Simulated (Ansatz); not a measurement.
The system is Hf2Pd2Se2Br2O3.

```
CELL_PARAMETERS angstrom
5.76069 0.00496 -0.00286
-0.52750 5.84664 0.03413
-1.48435 -0.92642 6.64586
ATOMIC_POSITIONS crystal
Hf 0.74540 0.39602 0.34989
Hf 0.28763 0.45322 0.59401
Pd 0.90854 0.13294 0.84849
Pd 0.25249 0.90323 0.35874
Se 0.63469 0.40355 0.93716
Se 0.62597 0.78174 0.53023
Br 0.85273 0.99089 0.15355
Br 0.22526 0.82084 0.86223
O 0.96040 0.28925 0.59026
O 0.43233 0.24524 0.40864
O 0.07457 0.58308 0.36682
```

The cell was built by a generator and needn't be a form met in nature.

| Quantity | Value |
| --- | --- |
| Program | Ansatz 0.2.0 |
| Task | relaxation of cell and atoms |
| Functional | PBEsol |
| Potentials or basis | Ansatz PAW |
| Cutoff | 420 eV (not typed: the program's choice for these potentials) |
| k mesh | 4 × 4 × 3 |
| Occupations | fermi-dirac, width 0.05 eV |
| Spin | no spin polarisation |

At the start: volume 20.36 Å³/atom.

**Question.** Where does the relaxation end?

**Answer.** It ends after 9 steps and the volume is 19.31 Å³/atom (-5.2 %); space group P1 (No. 1, to 0.05 Å).

The path:
| step | energy change (eV) | largest force (eV/Å) | volume (Å³) |
| --- | --- | --- | --- |
| 1 | 0.0000 | 0.2969 | 224.01 |
| 2 | -0.0912 | 0.3548 | 206.76 |
| 3 | -0.1597 | 0.1031 | 213.41 |
| 4 | -0.1629 | 0.0656 | 212.92 |
| 5 | -0.1645 | 0.0309 | 212.62 |
| 6 | -0.1646 | 0.0113 | 212.63 |
| 7 | -0.1527 | 0.0115 | 212.63 |
| 8 | -0.1531 | 0.0040 | 212.39 |
| 9 | -0.1528 | 0.0040 | 212.39 |

Final structure:
```xyz
11
Lattice="5.6945 0.0096 -0.0036 -0.5166 5.7235 0.0160 -1.4690 -0.9281 6.5138" Properties=species:S:1:pos:R:3 pbc="T T T"
Hf    3.5235    1.9610    2.2704
Hf    0.5309    2.0309    3.8897
Pd    3.8676   -0.0513    5.5131
Pd    0.4297    4.8501    2.3568
Se    2.0553    1.4553    6.0927
Se    2.3772    4.0178    3.4831
Br    4.1062    5.5074    1.0101
Br   -0.3918    3.9196    5.6636
O     4.4439    1.1039    3.8505
O     1.7295    1.0252    2.6279
O    -0.4186    3.0103    2.3997
```

Caveat: the plane-wave basis is chosen anew once the cell has moved, so the energies of steps on either side of that aren't comparable; the PAW data sets come from PBE, with cores solved anew for the run's functional, which leaves a small shift of forces and pressure.
